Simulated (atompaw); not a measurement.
# A PAW (atompaw) potential for thulium, from input to tests

Task: generate the file, and judge it by its logarithmic derivatives, its ghosts and its cutoff.

The numbers are computed with atompaw 4.2.0.5 (PBEsol, scalar-relativistic, spin-unpolarised reference atom).

## Step 1: Starting point

The settings as typed:

```
element                 : thulium (Tm, Z = 69)
type                    : PAW
frozen core             : [Kr] 4d10
valence charge          : 23
reference configuration : 4f12 5s2 5p6 5d1 6s2 6p0
partial waves           : 5s (bound): rc 2.25 bohr; 6s (bound): rc 3.00 bohr; 5p (bound): rc 1.80 bohr; 6p (bound, empty): rc 2.90 bohr; 5d (bound): rc 3.00 bohr; 5d channel at 0.35 Ry: rc 3.00 bohr; 4f (bound): rc 0.95 bohr; 4f channel at 0.95 Ry: rc 0.95 bohr
local potential         : bessel scheme, radius 2.30 bohr
core correction         : smooth core density matched at 1.85 bohr
augmentation charge     : gaussian compensation charge, radius 2.30 bohr; PAW radius 3.00 bohr; waves and projectors: custom rrkj gramschmidtortho
```

An earlier all-electron run gives the scale for the radii.

All-electron outer shells of the reference configuration (PBEsol, scalar-relativistic, ld1.x):

```tsv
shell	level (eV)	outermost node (bohr)	outermost maximum (bohr)
4p	-333.55	0.26	0.49
4d	-178.84	0.24	0.50
5s	-57.69	0.59	1.08
5p	-30.40	0.63	1.24
4f	-9.60	–	0.49
6s	-4.51	1.46	3.13
5d	-1.99	0.71	1.87
6p	-1.31	1.78	4.33
```

## Step 2: Generation

Tm.input reads:

```
Tm 69
GGA-PBESOL scalarrelativistic loggrid 2001 logderivrange -6 5 276
6 6 5 4 0 0
6 1 0
5 2 1
4 3 12
0 0 0
c
c
c
c
v
v
c
c
c
v
v
c
c
v
v
3
3.00 2.30 2.30 1.85
n
n
y
0.35
n
y
0.95
n
custom rrkj gramschmidtortho gaussian
bessel
2.25
3.00
1.80
2.90
3.00
3.00
0.95
0.95
PWSCFOUT
UPFDX 0.0125d0 UPFXMIN -7.d0 UPFZMESH 69.d0
END
```

Command:

```sh
$ atompaw < Tm.input > Tm.log
```

What does the calculation give? Wanted: cutoffs for 10 and 1 mRy, occupied levels; bound ghosts; largest phase difference near zero energy, channels read; lowest eigenvalue of the overlap; share of valence orbitals outside the PAW sphere; UPF file.

As calculated:

| quantity | value |
| --- | --- |
| cutoffs for 10 and 1 mRy, occupied levels | 230 Ry and over 300 Ry |
| bound ghosts | none found |
| largest phase difference near zero energy, channels read | 0.033 rad |
| lowest eigenvalue of the overlap (Bessel basis) | 0.448 (s) |
| share of valence orbitals outside the PAW sphere | 5s 0 %, 6s 68 %, 5p 1 %, 6p 91 %, 5d 37 %, 4f 0 % |
| UPF file | written |

By its cutoff, 230 Ry for the looser tolerance, it is very hard. The tighter tolerance needs over 300 Ry, and converged work needs a cutoff nearer that. The slowest occupied level is 4f: taken alone it needs 230 Ry to come within 1 mRy, against 25 Ry for 5p. No bound ghost shows below the valence levels. Near zero energy the largest phase difference among the channels read is 0.03 rad, in the p channel. These are tests on the free atom; a crystal test is still owed.
